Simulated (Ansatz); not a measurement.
Task: a band structure of TaBe2, space group Fd-3m, with the Ansatz DFT code, driven from Python. Give the script and its output. Level of theory: PBEsol, norm-conserving potentials, the default cutoff (1197 eV here), 5×5×5 k-points, cold smearing of 0.1 eV, D3BJ dispersion.

```cif
data_structure
_symmetry_space_group_name_H-M 'P 1'
_symmetry_Int_Tables_number 1
_cell_length_a 4.6045
_cell_length_b 4.6045
_cell_length_c 4.6045
_cell_angle_alpha 60.000
_cell_angle_beta 60.000
_cell_angle_gamma 60.000
_cell_volume 69.03
loop_
_atom_site_label
_atom_site_type_symbol
_atom_site_fract_x
_atom_site_fract_y
_atom_site_fract_z
_atom_site_occupancy
Ta1 Ta 0.75000 0.75000 0.75000 1
Ta2 Ta 0.50000 0.50000 0.50000 1
Be1 Be 0.12500 0.62500 0.12500 1
Be2 Be 0.12500 0.12500 0.62500 1
Be3 Be 0.62500 0.12500 0.12500 1
Be4 Be 0.12500 0.12500 0.12500 1
```

`run_bands.py`:
```python
"""Band structure of TaBe2."""

import json
import logging
import sys

import ansatz as az
import numpy as np

logging.basicConfig(stream=sys.stdout, format="%(name)s: %(message)s")
log = logging.getLogger("run")
log.setLevel(logging.INFO)

vectors = np.array([
    [0.0, 3.25587, 3.25587],
    [3.25587, 0.0, 3.25587],
    [3.25587, 3.25587, 0.0],
])
crystal = (
    az.Lattice.of(vectors)
    .atom("Ta", [0.75, 0.75, 0.75])
    .atom("Ta", [0.5, 0.5, 0.5])
    .atom("Be", [0.125, 0.625, 0.125])
    .atom("Be", [0.125, 0.125, 0.625])
    .atom("Be", [0.625, 0.125, 0.125])
    .atom("Be", [0.125, 0.125, 0.125])
)

# vertices of the path, as fractions of the reciprocal vectors
path = [
    ("K", (0.375, 0.375, 0.75)),
    ("G", (0.0, 0.0, 0.0)),
    ("L", (0.5, 0.5, 0.5)),
    ("W", (0.5, 0.25, 0.75)),
    ("X", (0.5, 0.0, 0.5)),
]
calc = crystal.calculation()
calc = calc.functional("PBEsol", dispersion="d3bj")
calc = calc.pseudopotentials("nc").accuracy("low")
calc = calc.kpoints(mesh=(5, 5, 5), shift=0.5)
calc = calc.occupations(az.OccupationsMethod.COLD)
calc = calc.scf(tolerance=1e-08)
calc = calc.band_structure([point for _, point in path], intervals=6)
calc = calc.scf(extra_bands=6)
out = calc.run()
summary = out.report

log.info(f"free energy      {summary['free_energy_ev']:.5f} eV")
log.info(f"per atom         {summary['free_energy_ev'] / len(out.lattice.sites):.5f} eV")
log.info(f"SCF iterations   {summary['n_iterations']}  (converged: {summary['converged']})")

keep = ["free_energy_ev", "energy_sigma0_ev", "fermi_energy_ev", "n_iterations", "converged", "magnetization_mub", "n_kpoints"]
with open("tabe2.json", "w") as handle:
    json.dump({key: summary[key] for key in keep}, handle, indent=1)

bands = out.band_structure()
fermi = bands.fermi_energy_ev
log.info(f"zero of the bands: {fermi:.3f} eV, the Fermi level found on the SCF mesh")
for spin, channel in enumerate(bands.channels):
    print("channel", spin, "- computed levels within 4 eV of the Fermi level")
    for i, (label, _) in enumerate(path):
        levels = channel.eigenvalues_ev[i * 6] - fermi
        print(f"  {label:3s}", " ".join(f"{e:7.3f}" for e in levels if abs(e) < 4))
```

```console
$ python run_bands.py
DeckWarning: basis.ecutwfc = 1197.300995 eV, auto-derived from the records' recommended cutoffs: set by Be (normal level)
DeckWarning: crystal.symmetry: narrowed to the stabiliser of the k-point mesh — unitary ops 48 → 12; excluded 36 operations that carry a point of the 5×5×5 mesh (shift [0.5, 0.5, 0.5]) off the mesh (the run samples exactly the mesh kpoints.mp_grid names, as [...]
run: free energy      -5056.64091 eV
run: per atom         -842.77348 eV
run: SCF iterations   9  (converged: True)
run: zero of the bands: 12.842 eV, the Fermi level found on the SCF mesh
channel 0 - computed levels within 4 eV of the Fermi level
  K    -3.205  -2.498  -0.891  -0.630  -0.076   0.174   0.317   1.418   2.129   2.703   3.581
  G    -2.763  -2.763  -2.370  -2.085  -2.085  -2.085  -1.231  -1.224  -1.224
  L    -3.018  -3.018  -2.329  -1.457  -1.457  -0.862  -0.154  -0.154   2.999   2.999
  W    -1.629  -1.627  -0.127  -0.121   0.233   0.233   1.820   1.821   2.766   2.769
  X    -3.839  -3.831  -1.951  -1.950   0.056   0.065   0.131   0.133   2.167   2.169   2.526   2.527
```
(Warnings from the package without file and line, shortened.)

It writes `tabe2.json`:
```json
{
 "free_energy_ev": -5056.640908702985,
 "energy_sigma0_ev": -5056.642743017637,
 "fermi_energy_ev": 12.841795249776075,
 "n_iterations": 9,
 "converged": true,
 "magnetization_mub": 0.0,
 "n_kpoints": 19
}
```

Caveats:
- The settings weren't tested for convergence.
- The computed bands are complete only to about 4.6 eV above the Fermi level.
- Dispersion corrections can be off by several per cent in the lattices of metals, and by several GPa in the pressure at a fixed cell.
- The mesh is modest for a metal, so energies can be off by several to tens of meV an atom and pressures by half a GPa or more; differences at equal mesh fare better.
- The structure comes from a database of computed cells and needn't be a stable or known phase.
- Levels are Kohn-Sham eigenvalues on this mesh, without spin-orbit coupling.
- The whole script took 26 s on 1 thread of Arm Neoverse V1, with other jobs on the host, peak memory 0.5 GiB.
